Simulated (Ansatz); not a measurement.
**The cluster Cd2SeF2: geometry, orbitals and charge**

Aim: characterise the cluster Cd2SeF2 as a singlet: its structure, frontier levels and distribution of charge.

The runs use Ansatz 0.2.0, Gaussian basis; RKS PBE0-D4/def2-TZVP.

The runs, in order: relaxation at PBE-D4/def2-SVP; a search for the lowest solution at PBE0-D4/def2-SVP; a single point at PBE0-D4/def2-TZVP.

7 further runs of the same task are left out: 7 set aside as unsound or not needed. Runs told in other sessions of the task aren't counted.

**1. Where the work starts**

5 atoms, charge 0, spin multiplicity 1.

Atoms are counted from 1 here; the program's logs count them from 0.

Bond lengths: Cd1–Se3 2.384 Å, Cd1–F5 1.901 Å, Cd2–Se3 2.379 Å, Cd2–F4 1.903 Å. Angles: Se3–Cd1–F5 132.9°, Se3–Cd2–F4 137.3°, Cd1–Se3–Cd2 81.4°.

Cd takes a core potential in the def2 sets. No spin-orbit coupling is included.

The start is a GFN1-xTB geometry.

**2. Relaxation at PBE-D4/def2-SVP**

The input, in.yaml:

```yaml
crystal:
  periodic: [false, false, false]
  atoms:
    - {symbol: Cd, position_ang: [-0.737980, -0.249690, 1.209090]}
    - {symbol: Cd, position_ang: [0.868780, 0.284120, -1.394960]}
    - {symbol: Se, position_ang: [-1.252000, -0.741500, -1.066750]}
    - {symbol: F, position_ang: [1.568750, 2.051010, -1.484190]}
    - {symbol: F, position_ang: [-0.447550, -1.343940, 2.736800]}
basis:
  gaussian: {orbitals: def2-SVP}
hamiltonian: {xc: pbe, dispersion: d4}
scf: {lower_state_search: "off"}
output: {orbitals: {seedname: orbitals}}
relax: {f_tol: 0.02, max_steps: 100}
```

Launch:

```
ansatz run in.yaml --threads 4 --pin off --events-out ev --progress --plain --max-ram 3916MiB
```

The runs that follow: Searching for the lowest solution, PBE0-D4/def2-SVP; Single point, PBE0-D4/def2-TZVP.

Q: Predict the results of all the runs planned. Wanted: point group; commonest bond; HOMO, LUMO at PBE0-D4/def2-TZVP; dipole at PBE-D4/def2-SVP.

As calculated:

```
                       quantity                           value
                    point group                             C2v
                 commonest bond  Cd–F, 2 of mean length 1.950 Å
HOMO, LUMO at PBE0-D4/def2-TZVP                 -7.65, -2.54 eV
      dipole at PBE-D4/def2-SVP                          2.32 D
```

The molecule keeps its bonding pattern by the stored test; the atoms moved 0.51 Å (rms), and the angle Se3–Cd1–F5 went from 133° to 179°. No usable vibrations, so a minimum isn't proven. The HOMO lies nearest to Se3 87 % and the LUMO to Se3 30 %; Cd1, Cd2 about 26 % each. Whether this spin is the lowest isn't tested here.
